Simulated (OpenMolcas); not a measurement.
# Ti²⁺ among point charges: CASSCF and CASPT2 levels and susceptibility

How does a field of 6 point charges split the states of Ti²⁺, and what χT follows?

Program: OpenMolcas 26.06. Level of theory: state-averaged CASSCF and CASPT2, spin-orbit coupling by RASSI with atomic mean-field integrals. These are calculated values, not measurements, unless marked.

1 further run of the same task is left out (it didn't finish).

### Step 1. What is computed

```
Species                           : Ti²⁺ (titanium, Z = 22, 20 electrons)
Basis                             : ANO-RCC-VDZP [5s4p2d1f], 34 functions
Scalar Hamiltonian                : DKH2, point nucleus
Inactive shells                   : 1s 2s 2p 3s 3p
Active space                      : 2 electrons in 5 orbitals (3d)
Some configurations of this space : 3d2
Orbitals                          : optimised for each spin and parity, averaged over all roots
```

The outer shells:

3d2
```
3d [↑ ][↑ ][  ][  ][  ]
```

The ion sits among 6 point charges of -1.5 e arranged as a trigonal prism (D3h), 2.19 Å from the ion, with a polar angle of 54.0° against the regular 49.1°.

The work runs as a chain of OpenMolcas steps in one folder; each step below is one input file. Labels, J, g values, rates, χT and fits are worked out afterwards by a script from the matrices that RASSI stores.

### Step 2. Basis and integrals

Input file a.inp:

```
&GATEWAY
Coord
1

Ti 0.0 0.0 0.0
Basis=ANO-RCC-VDZP
Group=NoSym
NoMove
AngMom=0.0 0.0 0.0
AMFI
XField
6 Angstrom 0
1.771972 0.000000 1.286940 -1.500000
-0.885986 1.534573 1.286940 -1.500000
-0.885986 -1.534573 1.286940 -1.500000
1.771972 0.000000 -1.286940 -1.500000
-0.885986 1.534573 -1.286940 -1.500000
-0.885986 -1.534573 -1.286940 -1.500000
&SEWARD
```

Started as:

```
OMP_NUM_THREADS=1 MOLCAS_MEM=1689 MOLCAS_PROJECT=a pymolcas a.inp > a.log
```

Log:

```text
Basis set label: TI.ANO-RCC...5S4P2D1F.

      Electronic valence basis set:
      ------------------
      Associated Effective Charge  22.000000 au
      Associated Actual Charge     22.000000 au
      Nuclear Model: Point charge

      Shell  nPrim  nBasis  Cartesian Spherical Contaminant
         s      21       5        X
         p      15       4        X
         d      10       2                 X
         f       6       1                 X
                  Relativistic Douglas-Kroll-Hess integrals:
                    - DKH order of Hamiltonian: 2
                    - DKH order of Properties : 0
                  Atomic mean-field integrals
```

### Step 3. CASSCF: triplets, 10 roots

Input file a.inp:

```
&RASSCF
FileOrb=start.orb
Symmetry=1
Spin=3
nActEl=2 0 0
Inactive=9
Ras2=5
CIRoot=10 10 1
SDav=10
CIMx=300
Iter=120 100
PrWF=0.3
OrbListing=Nothing
MaxOrb=0
>>> COPY $Project.JobIph JOB001
```

start.orb holds the contracted functions of the basis, ordered by shell, or the orbitals of the step before.

Log, cut to the lines that bear on the results:

```text
[...]
      Number of active orbitals                  5
[...]
      Spin quantum number                      1.0
[...]
      Active orbitals                            5
[...]
      Number of CSFs                            10
      Number of root(s) required                10
[...]
      Convergence after 14 iterations
[...]
      Natural orbitals and occupation numbers for root  1
      sym 1:  -0.000000  -0.000000   1.000000  -0.000000   1.000000
      Natural orbitals and occupation numbers for root  2
      sym 1:   1.000000   0.000000   1.000000   0.000000  -0.000000
      Natural orbitals and occupation numbers for root  3
      sym 1:   0.298655   0.701345   0.701345   0.298655  -0.000000
::    RASSCF root number  1 Total energy:   -856.43150244
::    RASSCF root number  2 Total energy:   -856.43150244
::    RASSCF root number  3 Total energy:   -856.41292823
[...]
::    RASSCF root number  7 Total energy:   -856.40714822
::    RASSCF root number  8 Total energy:   -856.36126242
::    RASSCF root number  9 Total energy:   -856.35492116
::    RASSCF root number 10 Total energy:   -856.35492115
```

### Step 4. Reference wave functions, singlets, 15 roots

Input file a.inp:

```
&RASSCF
FileOrb=start.orb
Symmetry=1
Spin=1
nActEl=2 0 0
Inactive=9
Ras2=5
CIRoot=15 15 1
SDav=15
CIMx=300
Iter=120 100
PrWF=0.3
OrbListing=Nothing
MaxOrb=0
>>> COPY $Project.JobIph JOB002
```

Log, cut to the lines that bear on the results:

```text
[...]
      Number of active orbitals                  5
[...]
      Spin quantum number                      0.0
[...]
      Active orbitals                            5
[...]
      Number of CSFs                            15
      Number of root(s) required                15
[...]
      Convergence after 13 iterations
[...]
      Natural orbitals and occupation numbers for root  1
      sym 1:   0.025672   0.496233   0.956190   0.496233   0.025672
      Natural orbitals and occupation numbers for root  2
      sym 1:   0.057452   0.835001   1.038962   0.011133   0.057453
      Natural orbitals and occupation numbers for root  3
      sym 1:   0.057452   0.000000   0.943037   0.942058   0.057452
::    RASSCF root number  1 Total energy:   -856.38200634
::    RASSCF root number  2 Total energy:   -856.37790718
::    RASSCF root number  3 Total energy:   -856.37790718
[...]
::    RASSCF root number 12 Total energy:   -856.33867510
::    RASSCF root number 13 Total energy:   -856.32334458
::    RASSCF root number 14 Total energy:   -856.32334458
::    RASSCF root number 15 Total energy:   -856.23061075
```

### Step 5. State interaction with spin-orbit coupling

Input file a.inp:

```
&RASSI
NrOfJobIphs=2 10 15
1 2 3 4 5 6 7 8 9 10
1 2 3 4 5 6 7 8 9 10 11 12 13 14 15
IphNames
JOB001
JOB002
EJob
SpinOrbit
DIPRint=1.0
SOCoupling=1000.0
Subsets=2
Property=9
'ANGMOM' 1 'ANGMOM' 2 'ANGMOM' 3 'MLTPL  1' 1 'MLTPL  1' 2 'MLTPL  1' 3
'AMFI' 1 'AMFI' 2 'AMFI' 3
SOProperty=3
'ANGMOM' 1 'ANGMOM' 2 'ANGMOM' 3
```

Log:

```text
SPIN-FREE ENERGIES:
  (Shifted by EMIN (a.u.) =       -856.4315024404)

 SF State       Relative EMIN(au)   Rel lowest level(eV)    D:o, cm**(-1)      L_eff

     1             0.0000000000        0.0000000000              0.0000         2.9
     2             0.0000000028        0.0000000763              0.0006         2.9
     3             0.0185742076        0.5054299372           4076.5674         2.9
     4             0.0185742120        0.5054300579           4076.5683         2.9
     5             0.0190928126        0.5195418971           4190.3880         2.9
     6             0.0194828678        0.5301558407           4275.9952         2.9
     7             0.0243542156        0.6627119683           5345.1325         2.7
    11             0.0494960959        1.3468573842          10863.1374         2.2
    12             0.0535952578        1.4584012621          11762.7995         2.5
    13             0.0535952617        1.4584013676          11762.8003         2.5
    14             0.0661722204        1.8006378488          14523.1237         1.9
    15             0.0661722288        1.8006380765          14523.1255         1.9
     8             0.0702400197        1.9113283063          15415.9024         1.4
    16             0.0714672027        1.9447216570          15685.2380         3.7
    17             0.0714672043        1.9447217004          15685.2383         3.7
     9             0.0765812839        2.0838828953          16807.6491         1.0
    10             0.0765812902        2.0838830668          16807.6504         1.0
    18             0.0901943828        2.4543141886          19795.3789         3.7
    19             0.0908873063        2.4731695965          19947.4580         3.9
    20             0.0927855793        2.5248242368          20364.0808         4.0
    21             0.0927855847        2.5248243834          20364.0820         4.0
    22             0.0928273429        2.5259606808          20373.2469         3.9
    23             0.1081578631        2.9431253872          23737.9071         3.6
    24             0.1081578631        2.9431253872          23737.9071         3.6
    25             0.2008916938        5.4665414735          44090.6304         0.6
     Dipole printing threshold changed to   1.00000000E+00

++ Dipole transition strengths (spin-free states):
   -----------------------------------------------
     for osc. strength at least  1.00000000E+00

  ( Max oscillator strength is only    2.1057963158225374E-004 )
--
Eigenvalues of complex Hamiltonian:
   -----------------------------------
  (Shifted by EMIN (a.u.) =       -856.4315024404)

 SO State       Relative EMIN(au)   Rel lowest level(eV)    D:o, cm**(-1)     J-value

     1            -0.0005202599        0.0000000003              0.0000         2.5
     2            -0.0005202599        0.0000000000              0.0000         2.5
     3            -0.0000380360        0.0131219814            105.8359         2.6
     4            -0.0000380332        0.0131220577            105.8365         2.6
     5             0.0004787161        0.0271835231            219.2499         2.5
     6             0.0004789257        0.0271892263            219.2959         2.5
     7             0.0181862190        0.5090292225           4105.5976         2.7
     8             0.0183370442        0.5131333873           4138.6999         3.0
     9             0.0184731885        0.5168380623           4168.5801         1.6
    10             0.0184731888        0.5168380695           4168.5802         1.6
    11             0.0185193666        0.5180946329           4178.7150         3.0
    12             0.0185193710        0.5180947515           4178.7160         3.0
    13             0.0188303866        0.5265579163           4246.9760         3.0
    14             0.0188303868        0.5265579236           4246.9761         3.0
    15             0.0191050764        0.5340326064           4307.2635         1.8
    16             0.0194948523        0.5446389507           4392.8094         1.8
    17             0.0200975245        0.5610384952           4525.0806         1.6
    18             0.0200975245        0.5610384953           4525.0806         1.6
    19             0.0244197639        0.6786526224           5473.7025         3.0
    20             0.0244197639        0.6786526206           5473.7025         3.0
    21             0.0244675990        0.6799542802           5484.2011         3.3
    22             0.0495118746        1.3614437383          10980.7843         2.2
    23             0.0535879421        1.4723591852          11875.3777         1.7
    24             0.0535879460        1.4723592906          11875.3785         1.7
    25             0.0660618940        1.8117927086          14613.0937         1.8
    26             0.0660619022        1.8117929311          14613.0955         1.8
    27             0.0702224130        1.9250061963          15526.2221         1.8
    28             0.0703199209        1.9276595219          15547.6226         1.6
    29             0.0703199211        1.9276595271          15547.6226         1.6
    30             0.0714718710        1.9590056823          15800.4464         1.5
    31             0.0714718726        1.9590057259          15800.4468         1.5
    32             0.0763244986        2.0910524057          16865.4751         1.0
    33             0.0763435892        2.0915718865          16869.6649         1.1
    34             0.0766226918        2.0991666549          16930.9209         1.3
    35             0.0766226981        2.0991668263          16930.9223         1.3
    36             0.0768562226        2.1055213522          16982.1750         1.0
    37             0.0768562226        2.1055213519          16982.1750         1.0
    38             0.0902012422        2.4686578365          19911.0682         3.7
    39             0.0908903515        2.4874094555          20062.3103         2.8
    40             0.0927901967        2.5391068777          20479.2781         3.9
    41             0.0927902021        2.5391070244          20479.2793         3.9
Weights of the five most important spin-orbit-free states for each spin-orbit state.

 SO State  Total energy (au)           Spin-free states, spin, and weights
 -------------------------------------------------------------------------------------------------------
    1        -0.000520       1 1.0  0.4994    2 1.0  0.4994    4 1.0  0.0011   14 0.0  0.0001   21 0.0  0.0000
    2        -0.000520       1 1.0  0.4994    2 1.0  0.4994    3 1.0  0.0011   15 0.0  0.0001   20 0.0  0.0000
    3        -0.000038       1 1.0  0.9981    3 1.0  0.0005    4 1.0  0.0005    5 1.0  0.0004    6 1.0  0.0003
    4        -0.000038       2 1.0  0.9981    4 1.0  0.0005    3 1.0  0.0005    5 1.0  0.0004    6 1.0  0.0003
    5         0.000479       2 1.0  0.4996    1 1.0  0.4996    5 1.0  0.0007   22 0.0  0.0000   20 0.0  0.0000
    6         0.000479       2 1.0  0.4997    1 1.0  0.4997    6 1.0  0.0007   19 0.0  0.0000    4 1.0  0.0000
    7         0.018186       3 1.0  0.4892    4 1.0  0.4892    7 1.0  0.0209   11 0.0  0.0006    8 1.0  0.0001
    8         0.018337       3 1.0  0.5000    4 1.0  0.5000    9 1.0  0.0000   10 1.0  0.0000    6 1.0  0.0000
    9         0.018473       5 1.0  0.6186    6 1.0  0.3787    4 1.0  0.0009    3 1.0  0.0009    2 1.0  0.0006
   10         0.018473       5 1.0  0.6186    6 1.0  0.3787    3 1.0  0.0009    4 1.0  0.0009    1 1.0  0.0006
   11         0.018519       3 1.0  0.9874    7 1.0  0.0114    1 1.0  0.0005    2 1.0  0.0005   15 0.0  0.0001
   12         0.018519       4 1.0  0.9874    7 1.0  0.0114    1 1.0  0.0005    2 1.0  0.0005   14 0.0  0.0001
```

These steps: 5.2 s of run time, 1 thread of Arm Neoverse V2, shared host.

States without spin-orbit coupling:

```csv
state,degeneracy,E (cm-1),free-ion L (%)
3E,2,0,F (100)
3E,2,4077,F (100)
3A1,1,4190,F (100)
3A2,1,4276,F (100)
3A2,1,5345,F (84)
1A1,1,10863,D (92)
1E,2,11763,D (80)
1E,2,14523,D (100)
3A2,1,15416,P (84)
1E,2,15685,G (99)
3E,2,16808,P (100)
1A1,1,19795,G (88)
1A1,1,19947,G (100)
1E,2,20364,G (100)
1A2,1,20373,G (100)
1E,2,23738,G (81)
1A1,1,44091,S (95)
```

With spin-orbit coupling:

| E (cm-1) | Degeneracy | Label | 2S+1 | g |
| --- | --- | --- | --- | --- |
| 0.0 | 2 | E | 3 | 0.00 0.00 0.20 |
| 105.8 | 2 | E | 3 | 0.00 0.00 3.81 |
| 219.3 | 2 |  | 3 | 0.00 0.00 7.81 |
| 4106 | 1 | A1 | 3 |  |
| 4139 | 1 | A2 | 3 |  |
| 4169 | 2 | E | 3 | 0.00 0.00 1.64 |
| 4179 | 2 | E | 3 | 0.00 0.00 1.91 |
| 4247 | 2 | E | 3 | 0.00 0.00 5.88 |
| 4307 | 1 | A2 | 3 |  |
| 4393 | 1 | A1 | 3 |  |
| 4525 | 2 | E | 3 | 0.00 0.00 9.64 |
| 5474 | 2 | E | 3 | 0.00 0.00 3.98 |
| 5484 | 1 | A1 | 3 |  |
| 10981 | 1 | A1 | 1 |  |
| 11875 | 2 | E | 1 | 0.00 0.00 3.64 |
| 14613 | 2 | E | 1 | 0.00 0.00 1.84 |
| 15526 | 1 | A1 | 3 |  |
| 15548 | 2 | E | 3 | 0.00 0.00 3.95 |
| 15800 | 2 |  | 1 | 0.00 0.00 7.38 |
| 16865 | 1 | A2 | 3 |  |
| 16870 | 1 | A1 | 3 |  |
| 16931 | 2 | E | 3 | 0.00 0.00 1.93 |
| 16982 | 2 | E | 3 | 0.00 0.00 5.92 |
| 19911 | 1 | A1 | 1 |  |

Labels of spin-orbit levels are those of the rotation subgroup (D3 for D3h). Principal g values are given for doublets only; a zero marks a field direction without first-order Zeeman splitting.

Powder χT (cm³ K/mol): 0.01 at 2 K, 0.03 at 5 K, 0.06 at 10 K, 0.12 at 20 K, 0.32 at 50 K, 0.61 at 100 K, 0.82 at 150 K, 0.97 at 200 K, 1.07 at 250 K, 1.15 at 300 K.

(Part 1 of 2 ends here.)
